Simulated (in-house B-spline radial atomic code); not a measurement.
# Cd: the cost of one run

The numbers are computed with an in-house B-spline radial atomic code, version 1 (Dirac-Hartree-Fock, RPA and Brueckner orbitals, sums over states, B-spline basis), except any that are marked as measured or tabulated.

## 1. Starting point

- element: cadmium (Z = 48)
- charge: +19
- closed core: [Ar] 3d10
- nucleus: mass number 114, rms radius 4.609 fm

## 2. The run

Settings:

```ini
basis_form = 2
Z = 48
core_configuration = [Ar] 3d10
rms_radius = 4.6087
mass_number = 114
speed_of_light = 137.035999084
box_radius = 3.5
lmax = 6
intervals = 58
virtual_cutoff = 4608.0
```

Run with:

```sh
$ python run_mb.py task.json out
```

**Question.** How long does this run take on 1 thread of Arm Neoverse V2, shared host, and how much memory does it need?

About 18 s, with a peak of 0.23 GiB.
